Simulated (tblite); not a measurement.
# C5H9OPSi2: the cost of one run

The runs use tblite 0.8.0 and PySCF 2.14.0, with density-fitted response routines of our own; the level of theory stands in each step. All values are computed, except where a source is named. Atoms are numbered from 0 throughout.

## (1) The starting structure

18 atoms, charge 0, multiplicity 1; geometry from: force field or distance geometry start.

Bonds of the start (Å): C0–C1 1.21, C1–C2 1.52, C2–C3 1.21, C3–Si4 1.85, Si4–Si5 2.32, Si5–P6 2.22, Si5–O7 1.67, O7–C8 1.42, C0–H9 1.06, Si4–H10 1.49, Si4–H11 1.49, Si5–H12 1.49, P6–H13 1.41, P6–H14 1.42, C8–H15 1.10, C8–H16 1.09, C8–H17 1.09.

## (2) Geometry optimisation with GFN2-xTB

What the job is given:

```
{"job": {"kind": "relax", "xc": "GFN2-xTB", "basis": "xTB"}, "charge": 0, "multiplicity": 1}
C      3.543200    -0.467600     4.001000
C      3.018700    -0.523500     2.908300
C      2.377400    -0.612800     1.530700
C      1.853200    -0.663400     0.436400
Si     1.041200    -0.764000    -1.227200
Si    -1.237300    -0.358200    -1.012600
P     -2.266000    -0.410000    -2.981600
O     -1.538000     1.156700    -0.368900
C     -1.615300     1.293100     1.038600
H      3.986000    -0.410400     4.967100
H      1.262700    -2.111700    -1.828400
H      1.653700     0.236800    -2.146300
H     -1.877000    -1.380400    -0.133300
H     -1.768300     0.817700    -3.469400
H     -3.502100     0.129900    -2.533800
H     -2.433400     0.689400     1.467500
H     -0.668000     1.044600     1.520500
H     -1.839400     2.340100     1.259700
```

Command:

```
$ OMP_NUM_THREADS=1 python probes_run.py task.json out
```

This one command runs all jobs of the session in turn.

**Question.** How long does this first job take on 1 thread of AMD EPYC, shared host?

About 8.6 s.
